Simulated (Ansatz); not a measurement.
I need a ladder of methods at one geometry of C2H5ClOSi, SMILES C=C(Cl)O[SiH3]. Use Ansatz 0.2.0 through its Python package. Use (for the species named): revPBE, def2-SVP basis, multiplicity 1. The script varies functional: revpbe, pbe, lc_wpbe, blyp, hf, r2scan.

Input file `c2h5closi.xyz`:
```text
10

C    -1.27580    1.26510    1.00880
C    -0.25800    0.61460    0.58930
Cl    1.22000    0.92720    1.38640
O    -0.34670   -0.28080   -0.44550
Si    0.78880   -1.24020   -1.09090
H    -1.26710    2.05350    1.79770
H    -2.26290    1.16010    0.53070
H     0.27010   -2.06130   -2.16680
H     1.35160   -2.10850    0.01500
H     1.86320   -0.38080   -1.62180
```

`c2h5closi_methods.py`:
```python
"""C2H5ClOSi at several levels of theory."""

from pathlib import Path

import ansatz as az
import numpy as np

system = az.Crystal.molecule_from_extxyz("c2h5closi.xyz")

job = system.calculation().basis(gaussian="def2-SVP")

print("functional    E (Ha)        dipole (D)   HOMO (eV)  LUMO (eV)")
for name in ["revpbe", "pbe", "lc_wpbe", "blyp", "hf", "r2scan"]:
    data = job.functional(name).forces().orbitals().run(runs_dir="runs").report
    lines = Path(data["orbitals_path"]).read_text().splitlines()
    field_of = lambda key: [line.split("=")[1].strip() for line in lines if line.startswith(key)]
    orbitals = [(27.211386 * float(e), s, float(n)) for e, s, n in zip(field_of("Ene="), field_of("Spin="), field_of("Occup="))]
    homo = max(e for e, _, n in orbitals if n > 0.5)
    lumo = min(e for e, _, n in orbitals if n < 0.5)
    dipole = 4.803205 * np.linalg.norm(data["charge_distribution"]["dipole_moment_e_ang"])
    print(f"{name:10s} {data['free_energy_ev'] / 27.211386246:14.6f} {dipole:9.3f} {homo:11.3f} {lumo:10.3f}")
```

```console
$ python c2h5closi_methods.py
functional    E (Ha)        dipole (D)   HOMO (eV)  LUMO (eV)
revpbe        -903.569718     0.473      -5.755     -0.377
pbe           -903.238373     0.451      -5.791     -0.445
lc_wpbe       -903.449896     0.518      -9.784      2.859
blyp          -903.699499     0.390      -5.587     -0.255
hf            -901.572828     0.488      -9.854      4.195
r2scan        -903.624538     0.530      -6.105     -0.292
```

Total energies depend on the basis set; only differences at equal settings carry meaning. The geometry is a force-field or estimated start, not a minimum of this method, and the basis set is short of its limit. A lower total doesn't mark the better method: functionals have no common bound, and MP2 and coupled cluster aren't variational. Levels such as HOMO and LUMO are orbital energies: with these approximate functionals they aren't the ionisation energy and electron affinity, and their gap isn't the fundamental gap. Hardware and time: 28 s on 1 thread of Arm Neoverse V1, on a shared host, peak memory 0.26 GiB.
